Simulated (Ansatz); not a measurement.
# C2H9ClInN: a ladder of functionals and wavefunction methods

An exercise on one series of results from a longer session: the logs are not shown, and one member is left open.

Method: functionals in def2-TZVPP, the program's frozen cores in correlated methods; program: Ansatz 0.2.0, Gaussian basis.

Levels to be run: LDA (SPW92), PBE-D4, revPBE-D4, BLYP-D4, r2SCAN-D4, B97M-V, PBE0-D4, B3LYP-D4, r2SCANh-D4, r2SCAN0-D4, HSE06-D4, BHLYP-D4, CAM-B3LYP-D4, LC-ωPBE, ωB97X-V, ωB97M-V, B2PLYP, PBE-QIDH; CCSD(T)/def2-SVP; MP2/def2-TZVPP; MP2/def2-QZVPP; RPA on PBE.

## Structure used throughout

The geometry comes from an earlier relaxation with PBE0-D4 in a triple-zeta def2 set; it is a stationary point, not always the lowest conformer. In takes the def2 core potential; no spin-orbit term is included.

SMILES `[CH3][In-]([CH3])([NH3+])[Cl]`, 14 atoms, charge 0, spin multiplicity 1.

Atoms are counted from 1 here; the program's logs count them from 0.

Bond lengths: C1–In2 2.147 Å, C1–H6 1.091 Å, C1–H7 1.091 Å, C1–H8 1.092 Å, In2–C3 2.147 Å, In2–N4 2.384 Å, In2–Cl5 2.423 Å, C3–H9 1.092 Å, C3–H10 1.091 Å, C3–H11 1.091 Å, N4–H12 1.013 Å, N4–H13 1.013 Å, N4–H14 1.017 Å. Angles: In2–C1–H6 110.2°, In2–C1–H7 109.4°, In2–C1–H8 111.4°, H6–C1–H7 108.2°, H6–C1–H8 108.3°, H7–C1–H8 109.3°, C1–In2–C3 135.4°, C1–In2–N4 101.1°, C1–In2–Cl5 110.1°, C3–In2–N4 101.1°, C3–In2–Cl5 110.1°, N4–In2–Cl5 85.1°, In2–C3–H9 111.4°, In2–C3–H10 110.2°, In2–C3–H11 109.4°, H9–C3–H10 108.3°, H9–C3–H11 109.3°, H10–C3–H11 108.2° and more.

Coordinates:

```xyz
14
charge 0, multiplicity 1
C    -1.8638    1.2166    0.1390
In    0.1676    0.5390   -0.0177
C     1.7548    0.1349    1.3709
N    -0.1423   -1.6125   -0.9974
Cl    1.0867    1.1583   -2.1727
H    -1.8898    2.2601    0.4563
H    -2.3453    1.1447   -0.8372
H    -2.4263    0.6244    0.8634
H     1.4217   -0.5225    2.1763
H     2.1132    1.0649    1.8146
H     2.5865   -0.3340    0.8432
H    -1.1024   -1.9193   -1.0993
H     0.3943   -2.3682   -0.5884
H     0.2324   -1.4154   -1.9222
```

Set-up of the first run:

Input file in.yaml:

```yaml
crystal:
  periodic: [false, false, false]
  atoms:
    - {symbol: C, position_ang: [-1.863762, 1.216563, 0.138983]}
    - {symbol: In, position_ang: [0.167642, 0.538952, -0.017675]}
    - {symbol: C, position_ang: [1.754755, 0.134904, 1.370871]}
    - {symbol: N, position_ang: [-0.142307, -1.612473, -0.997405]}
    - {symbol: Cl, position_ang: [1.086660, 1.158288, -2.172740]}
    - {symbol: H, position_ang: [-1.889840, 2.260094, 0.456278]}
    - {symbol: H, position_ang: [-2.345341, 1.144654, -0.837209]}
    - {symbol: H, position_ang: [-2.426263, 0.624437, 0.863433]}
    - {symbol: H, position_ang: [1.421689, -0.522524, 2.176306]}
    - {symbol: H, position_ang: [2.113165, 1.064940, 1.814627]}
    - {symbol: H, position_ang: [2.586467, -0.334033, 0.843195]}
    - {symbol: H, position_ang: [-1.102437, -1.919314, -1.099254]}
    - {symbol: H, position_ang: [0.394320, -2.368170, -0.588354]}
    - {symbol: H, position_ang: [0.232353, -1.415420, -1.922155]}
basis:
  gaussian: {orbitals: def2-TZVPP}
hamiltonian: {xc: lda}
output: {orbitals: {seedname: orbitals}}
```

Started as:

```
$ ansatz run in.yaml --threads 4 --pin off --events-out ev --progress --plain --max-ram 11315MiB
```

Among the steps run: LDA; PBE-D4 (GGA); revPBE-D4 (GGA); BLYP-D4 (GGA); r2SCAN-D4 (meta-GGA); B97M-V (meta-GGA); B3LYP-D4 (hybrid); r2SCANh-D4 (hybrid); r2SCAN0-D4 (hybrid); HSE06-D4 (hybrid); BHLYP-D4 (hybrid); CAM-B3LYP-D4 (range-separated); LC-ωPBE (range-separated); ωB97X-V (range-separated); ωB97M-V (range-separated); B2PLYP (double hybrid); PBE-QIDH (double hybrid).

One of the session's tables, all rows but one given; the rest of the session is left out.

It belongs to the step «Orbital energies across the functionals». 

| functional | HOMO (eV) | gap (eV) |
| --- | --- | --- |
| LDA (SPW92) | -5.98 | 4.86 |
| PBE-D4 | -5.82 | 4.82 |
| revPBE-D4 | -5.76 | 4.82 |
| BLYP-D4 | -5.67 | 4.64 |
| r2SCAN-D4 | -6.08 | 5.70 |
| B97M-V | -6.15 | 5.28 |
| PBE0-D4 | -7.03 | 6.81 |
| B3LYP-D4 | -6.80 | 6.24 |
| r2SCANh-D4 | ? | ? |
| r2SCAN0-D4 | -7.21 | 7.40 |
| HSE06-D4 | -6.64 | 6.05 |
| BHLYP-D4 | -8.11 | 8.44 |
| CAM-B3LYP-D4 | -8.34 | 8.83 |
| LC-ωPBE | -9.70 | 11.41 |
| ωB97X-V | -9.33 | 10.85 |
| ωB97M-V | -9.21 | 10.23 |

Q: Estimate the row for r2SCANh-D4 from the others.

Worked estimate for «HOMO (eV)». Against the share of exact exchange, r2SCAN-D4 (0, -6.08), r2SCAN0-D4 (0.25, -7.21) give a slope of -4.52 per unit share; at 0.1 the line stands at -6.53.

**Answer.** HOMO (eV): -6.53; gap (eV): 6.39. In «HOMO (eV)» the line misses by 0.00.
